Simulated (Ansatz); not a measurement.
# CH8AlNO: the cost of one run

All numbers below are computed with Ansatz 0.2.0 (RKS BLYP/def2-SVP).

**1. The system as given**

Bond lengths: Al1–N2 2.238 Å, Al1–H3 1.538 Å, Al1–H4 1.538 Å, Al1–O6 2.177 Å, O6–C7 1.391 Å, N2–H8 1.011 Å, N2–H9 1.011 Å, C7–H10 1.096 Å, C7–H11 1.093 Å, C7–H12 1.096 Å. Angles (14 of 16 angles, heavy atoms first): N2–Al1–O6 70.0°, Al1–O6–C7 162.0°, Al1–N2–H8 124.8°, Al1–N2–H9 123.8°, N2–Al1–H3 116.4°, N2–Al1–H4 114.4°, H3–Al1–O6 112.1°, H4–Al1–O6 112.8°, O6–C7–H10 110.4°, O6–C7–H11 109.9°, O6–C7–H12 110.3°, H8–N2–H9 109.0°, H3–Al1–H4 120.4°, H10–C7–H11 108.6°.

Coordinates:

```xyz
12

Al   -1.7200   -0.3413    0.0185
N    -0.1557   -1.4722    1.1504
H    -2.2872   -1.0272   -1.2360
H    -2.6201    0.5471    0.8933
H     0.3769   -0.4566    0.4551
O     0.2395    0.5364   -0.3422
C     1.2628    1.3160   -0.8715
H     0.2580   -2.3433    0.8474
H     0.0267   -1.3460    2.1372
H     1.7323    1.9167   -0.0837
H     0.8617    1.9907   -1.6326
H     2.0251    0.6798   -1.3358
```

**2. A restrained relaxation towards end A**

Springs on the bonds that form and break draw the guess towards this end; the thresholds are loose.

File input.yaml:

```yaml
crystal:
  periodic: [false, false, false]
  atoms:
    - { symbol: Al, position_ang: [-1.72, -0.3413, 0.0185] }
    - { symbol: "N", position_ang: [-0.1557, -1.4722, 1.1504] }
    - { symbol: H, position_ang: [-2.2872, -1.0272, -1.236] }
    - { symbol: H, position_ang: [-2.6201, 0.5471, 0.8933] }
    - { symbol: H, position_ang: [0.3769, -0.4566, 0.4551] }
    - { symbol: O, position_ang: [0.2395, 0.5364, -0.3422] }
    - { symbol: C, position_ang: [1.2628, 1.316, -0.8715] }
    - { symbol: H, position_ang: [0.258, -2.3433, 0.8474] }
    - { symbol: H, position_ang: [0.0267, -1.346, 2.1372] }
    - { symbol: H, position_ang: [1.7323, 1.9167, -0.0837] }
    - { symbol: H, position_ang: [0.8617, 1.9907, -1.6326] }
    - { symbol: H, position_ang: [2.0251, 0.6798, -1.3358] }
basis:
  gaussian: { orbitals: def2-SVP }
hamiltonian:
  xc: blyp
relax:
  f_tol: 0.15
  max_steps: 25
  restrain:
    - { distance: [0, 5], at: 3.17, k: 30.0 }
    - { distance: [4, 1], at: 2.32, k: 30.0 }
    - { distance: [0, 1], at: 1.92, k: 30.0 }
    - { distance: [4, 5], at: 0.97, k: 30.0 }
```

Run with:

```bash
ansatz run input.yaml --threads 2 --pin off --max-ram 3072MiB --backend cpu --events-out ev --progress --plain --runs-dir out
```

Q: Estimate wall time and peak memory on 2 threads of Intel Xeon Platinum 8488C (Sapphire Rapids), shared host.

About 21 s, with a peak of 0.17 GiB.
